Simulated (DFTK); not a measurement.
# HPbNO4 (P1) in DFTK: reference runs

How does HPbNO4 come out in PBE? The cell is run as given.

All numbers are computed with DFTK 0.8.2; they aren't measurements. Logs are shortened: lines on timing, memory, paths and dates and some standing lists are left out, and cuts for length are marked.

### Step 1. The structure

The typed cell holds 7 atoms: a = 4.275 Å, b = 5.609 Å, c = 5.670 Å, α = 100.02°, β = 111.92°, γ = 111.82°.

The cell was built by a generator and needn't be a form met in nature.

### Step 2. Single point, PBE

Input file run.jl:

```julia
using DFTK
using PseudoPotentialData
using Unitful, UnitfulAtomic
using LinearAlgebra, Printf
include("save.jl")
setup_threading()

# lattice vectors are the columns
lattice = austrip(1u"Å") * [       4.27531       -2.08399       -2.12377;
                  -0.0004        5.20775       -1.86574;
                  0.00636       -0.04907        4.91491]
symbols   = [:H, :Pb, :N, :O, :O, :O, :O]
positions = [[0.99073, 0.0333, 0.90994],
             [0.50274, 0.81989, 0.14287],
             [0.00838, 0.47408, 0.50265],
             [0.99816, 0.92741, 0.02877],
             [0.19467, 0.73435, 0.60852],
             [0.81673, 0.35882, 0.24556],
             [0.01381, 0.33121, 0.65217]]
pseudopotentials = PseudoFamily("dojo.nc.sr.pbe.v0_4_1.standard.upf")
elements = Dict(s => ElementPsp(s, pseudopotentials) for s in unique(symbols))
atoms    = [elements[s] for s in symbols]

build_model(lattice, positions; symmetries=true) =
    model_DFT(lattice, atoms, positions;
              functionals=PBE(),
              temperature=austrip(0.05u"eV"),
              smearing=Smearing.FermiDirac(),
              symmetries)
Ecut  = 42.0  # hartree
kgrid = [8, 6, 6]
tol   = 1e-6
to_GPa = ustrip(uconvert(u"GPa", 1u"hartree/bohr^3"))

model = build_model(lattice, positions)
basis = PlaneWaveBasis(model; Ecut, kgrid)
display(basis)
scfres = self_consistent_field(basis;
                               tol,
                               nbandsalg=AdaptiveBands(model; n_bands_converge=28))
display(scfres.energies)
@printf "Fermi level: %.6f eV\n" ustrip(auconvert(u"eV", something(scfres.εF, NaN)))
forces = compute_forces_cart(scfres)
println("Forces (eV/Å)")
for (s, f) in zip(symbols, forces)
    @printf "%-3s %12.6f %12.6f %12.6f\n" s ustrip.(auconvert.(u"eV/Å", f))...
end
stress = compute_stresses_cart(scfres)
println("Stress (GPa)")
display(round.(stress * to_GPa; digits=4))
println("Levels at the first k-point (eV): ", round.(ustrip.(auconvert.(u"eV", scfres.eigenvalues[1][1:scfres.n_bands_converge])); digits=4))
save_scf!(scfres; forces, stress)
```

Potentials or basis: dojo.nc.sr.pbe.v0_4_1.standard.upf (PBE).

Launch:

```
$ julia --threads=4 run.jl  # save.jl only writes the numbers to a file and isn't shown; printed stress counts tension as positive; times include loading and compiling
```

What it wrote:

```text
PlaneWaveBasis discretization:

    Ecut                 : 42.0 Ha
    fft_size             : (50, 64, 72), 230400 total points
    kgrid                : MonkhorstPack([8, 6, 6])
    num.   red. kpoints  : 288
    num. irred. kpoints  : 288

    Discretized Model(gga_x_pbe+gga_c_pbe, 3D):
        lattice (in Bohr)    : [8.07916   , -3.93817  , -4.01334  ]
                               [-0.00075589, 9.84122   , -3.52574  ]
                               [0.0120187 , -0.0927289, 9.28783   ]
        unit cell volume     : 736.44 Bohr³

        atoms                : HNO₄Pb
        pseudopot. family    : PseudoFamily("dojo.nc.sr.pbe.v0_4_1.standard.upf")

        num. electrons       : 44
        spin polarization    : none
        temperature          : 0.0018375 Ha
        smearing             : DFTK.Smearing.FermiDirac()

        terms                : Kinetic()
                               AtomicLocal()
                               AtomicNonlocal()
                               Ewald(nothing)
                               PspCorrection()
                               Hartree()
                               Xc(gga_x_pbe, gga_c_pbe)
                               Entropy()
n     Energy            log10(ΔE)   log10(Δρ)   Diag   Δtime
---   ---------------   ---------   ---------   ----   ------
  1   -147.0300938391                   -0.27    4.8    87.1s
  2   -147.3162088981       -0.54       -0.61    3.0    50.2s
  3   -147.3505147321       -1.46       -0.98    3.0    49.8s
  4   -147.3568695116       -2.20       -1.47    2.0    34.7s
  5   -147.3572549343       -3.41       -1.87    1.0    24.5s
  6   -147.3573721171       -3.93       -2.36    2.0    28.4s
  7   -147.3573882752       -4.79       -2.95    3.1    31.8s
  8   -147.3573897363       -5.84       -3.18    3.8    39.0s
  9   -147.3573898382       -6.99       -3.76    1.3    24.9s
 10   -147.3573898627       -7.61       -4.09    3.8    36.7s
 11   -147.3573898686       -8.22       -4.68    2.0    30.2s
 12   -147.3573898693       -9.18       -5.06    3.3    41.9s
 13   -147.3573898694      -10.11       -5.65    2.1    30.8s
 14   -147.3573898694      -11.12       -6.23    3.7    40.4s
Energy breakdown (in Ha):
    Kinetic             86.1281596
    AtomicLocal         -142.4902983
    AtomicNonlocal      -25.6299881
    Ewald               -79.5997974
    PspCorrection       4.4732961
    Hartree             49.7220530
    Xc                  -39.9608148
    Entropy             -0.0000000

    total               -147.357389869389
Fermi level: 1.216249 eV
Forces (eV/Å)
H       0.000188    -0.145309     0.111119
Pb     -0.000570    -0.031371     0.023232
N      -0.002120     0.003848    -0.009649
O       0.000993     0.166492    -0.128091
O       0.001351     0.025813     0.005740
O      -0.000252     0.004655    -0.022642
O       0.000918    -0.024395     0.020464
Stress (GPa)
3×3 StaticArraysCore.SMatrix{3, 3, Float64, 9} with indices SOneTo(3)×SOneTo(3):
 -0.1541  -0.0035  -0.0061
 -0.0035   0.0834  -0.0977
 -0.0061  -0.0977  -0.0081
Levels at the first k-point (eV): [-26.2057, -20.7102, -20.6892, -17.8444, -15.4397, -15.4345, -15.3524, -15.3278, -15.1487, -10.2047, -8.1636, -7.8413, -7.7155, -6.44, -3.5004, -3.4078, -2.7688, -2.463, -2.2519, -2.2352, -1.1556, -0.5915, 3.1227, 4.2902, 5.0128, 5.7765, 7.2188, 8.7171]
```

Wall time 29 min (4 threads of AMD EPYC 9R45 (Zen 5), shared host); peak memory 25 GiB.

What came out:

* Free energy: -4009.7989 eV
* Pressure: 0.0 GPa
* Largest force: 0.210 eV/Å
* Band gap on the k mesh: 2.79 eV, indirect (least direct gap 3.13 eV)

Forces on the atoms (eV/Å):
```
H    0.000 -0.145  0.111
Pb  -0.001 -0.031  0.023
N   -0.002  0.004 -0.010
O    0.001  0.166 -0.128
O    0.001  0.026  0.006
O    0.000  0.005 -0.023
O    0.001 -0.024  0.020
```

Stress tensor (GPa, compression positive):
```
 0.15  0.00  0.01
 0.00 -0.08  0.10
 0.01  0.10  0.01
```

Levels at points of the mesh, in eV from the valence-band top:
| k point | band 20 | band 21 | band 22 | band 23 | band 24 | band 25 |
| --- | --- | --- | --- | --- | --- | --- |
| (0.00, 0.00, 0.00) | -2.06 | -0.98 | -0.41 | 3.30 | 4.47 | 5.19 |
| (-0.50, 0.00, 0.00) | -1.14 | -0.71 | 0.00 | 3.16 | 4.23 | 5.43 |
| (0.00, -0.50, 0.00) | -1.51 | -0.99 | -0.82 | 3.15 | 4.06 | 4.82 |
| (-0.50, -0.50, 0.00) | -0.82 | -0.45 | -0.31 | 2.88 | 5.25 | 5.30 |
| (0.00, 0.00, -0.50) | -1.52 | -0.97 | -0.83 | 3.16 | 3.95 | 4.94 |
| (-0.50, 0.00, -0.50) | -0.80 | -0.45 | -0.32 | 2.87 | 5.27 | 5.28 |
| (0.00, -0.50, -0.50) | -1.65 | -0.91 | -0.65 | 3.08 | 3.56 | 5.35 |
| (-0.50, -0.50, -0.50) | -1.13 | -0.71 | -0.03 | 3.15 | 4.24 | 5.45 |

Caveat: spin-orbit coupling is left out, which as a rule narrows the gap of such compounds by several tenths of an eV.
